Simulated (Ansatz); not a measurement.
# ScZn: the cost of one run

Program: the Python package of Ansatz 0.2.0. Level of theory: DFT r2SCAN, plane waves, PAW. These are calculated values, not measurements.

### 1 The structure

ScZn Pm-3m: The structure is cubic, space group Pm-3m (No. 221). The conventional cell has a = 3.350 Å, b = 3.350 Å, c = 3.350 Å, α = 90.00°, β = 90.00°, γ = 90.00°. Sc (site symmetry m-3m) is surrounded by 8 Zn at 2.90 Å. Around Zn (site symmetry m-3m) lie 8 Sc at 2.90 Å.

YZn Pm-3m: The structure is cubic, space group Pm-3m (No. 221). Conventional cell: a = 3.560 Å, b = 3.560 Å, c = 3.560 Å, α = 90.00°, β = 90.00°, γ = 90.00°. Around Y (site symmetry m-3m) lie 8 Zn at 3.08 Å. Around Zn (site symmetry m-3m) lie 8 Y at 3.08 Å.

ZrZn Pm-3m: It takes space group Pm-3m (No. 221, cubic). Conventional cell: a = 3.336 Å, b = 3.336 Å, c = 3.336 Å, α = 90.00°, β = 90.00°, γ = 90.00°. Zr (site symmetry m-3m) has 8 Zn at 2.89 Å as nearest neighbours. Zn (site symmetry m-3m) is surrounded by 8 Zr at 2.89 Å.

LaZn Pm-3m: Symmetry: Pm-3m, No. 221, cubic system. The conventional cell has a = 3.750 Å, b = 3.750 Å, c = 3.750 Å, α = 90.00°, β = 90.00°, γ = 90.00°. Around La (site symmetry m-3m) lie 8 Zn at 3.25 Å. Zn (site symmetry m-3m) is surrounded by 8 La at 3.25 Å.

LuZn Pm-3m: It takes space group Pm-3m (No. 221, cubic). The conventional cell has a = 3.491 Å, b = 3.491 Å, c = 3.491 Å, α = 90.00°, β = 90.00°, γ = 90.00°. Lu (site symmetry m-3m) has 8 Zn at 3.02 Å as nearest neighbours. Zn (site symmetry m-3m) has 8 Lu at 3.02 Å as nearest neighbours.

The script holds or builds the structure itself.

### 2 The code

run_trend.py reads:

```python
import warnings

import ansatz as az
import matplotlib.pyplot as plt
import numpy as np

PHASES = {
    "ScZn": (
        [[3.35, 0.0, 0.0], [0.0, 3.35, 0.0], [0.0, 0.0, 3.35]],
        [
            ("Sc", [0.0, 0.0, 0.0]),
            ("Zn", [0.5, 0.5, 0.5]),
        ],
    ),
    "YZn": (
        [[3.56, 0.0, 0.0], [0.0, 3.56, 0.0], [0.0, 0.0, 3.56]],
        [
            ("Y", [0.0, 0.0, 0.0]),
            ("Zn", [0.5, 0.5, 0.5]),
        ],
    ),
    "ZrZn": (
        [[3.336, 0.0, 0.0], [0.0, 3.336, 0.0], [0.0, 0.0, 3.336]],
        [
            ("Zr", [0.5, 0.5, 0.5]),
            ("Zn", [0.0, 0.0, 0.0]),
        ],
    ),
    "LaZn": (
        [[3.75, 0.0, 0.0], [0.0, 3.75, 0.0], [0.0, 0.0, 3.75]],
        [
            ("La", [0.5, 0.5, 0.5]),
            ("Zn", [0.0, 0.0, 0.0]),
        ],
    ),
    "LuZn": (
        [[3.491, 0.0, 0.0], [0.0, 3.491, 0.0], [0.0, 0.0, 3.491]],
        [
            ("Lu", [0.0, 0.0, 0.0]),
            ("Zn", [0.5, 0.5, 0.5]),
        ],
    ),
}


def build(vectors, sites):
    crystal = az.Crystal(lattice=az.Lattice.of(vectors))
    for symbol, position in sites:
        crystal = crystal.atom(symbol, position)
    return crystal


def compute(name, crystal):
    calc = (
        crystal.calculation()
        .functional("r2scan")
        .basis(39 * az.Ry)
        .kpoints(spacing=0.3)
        .occupations("gaussian", width=0.1)
        .stress()
        .band_table()
    )
    calc = calc.relax(force_tolerance=0.01, max_steps=40, fix_cell=["shape"])
    return calc.run(threads=1, pin="off")


def volume_per_atom(outcome):
    return abs(np.linalg.det(outcome.lattice.cell_ang)) / len(outcome.lattice.sites)

warnings.simplefilter("ignore", az.DeckWarning)

phases = {name: build(*cell) for name, cell in PHASES.items()}

done = {}
for name, crystal in phases.items():
    try:
        done[name] = compute(name, crystal)
    except az.NonConvergedError as error:
        print(name, "did not converge:", str(error)[:120])

rows = [(name, volume_per_atom(o)) for name, o in done.items()]
print("  compound  V (A^3/atom)")
for row in rows:
    print(f"{str(row[0]):>10}  {row[1]:12.3f}")
plt.figure(figsize=(4.5, 3))
plt.bar([row[0] for row in rows], [row[1] for row in rows])
plt.ylabel("V (A^3/atom)")
plt.tight_layout()
plt.savefig("trend.png", dpi=100)
```

### 3 The input behind the calls

The package turns the script's settings into the engine's input (first run):

```yaml
crystal:
  lattice:
    - [3.35, 0.0, 0.0]
    - [0.0, 3.35, 0.0]
    - [0.0, 0.0, 3.35]
  atoms:
    - { symbol: Sc, position: [0.0, 0.0, 0.0] }
    - { symbol: Zn, position: [0.5, 0.5, 0.5] }
basis:
  ecutwfc: 530.622031796766
kpoints:
  mp_grid:
    kspacing: 0.3
hamiltonian:
  xc: r2scan
scf:
  occupations:
    method: gaussian
    width: 0.1
relax:
  f_tol: 0.01
  max_steps: 40
  cell:
    fix: [shape]
output:
  stress: true
  eigenvalues: true
```

### 4 Launch

Launch:

```sh
$ python run_trend.py
```

What time and memory should one allow on 1 thread of Arm Neoverse V2, shared host?

About 52 s, with a peak of 0.61 GiB.
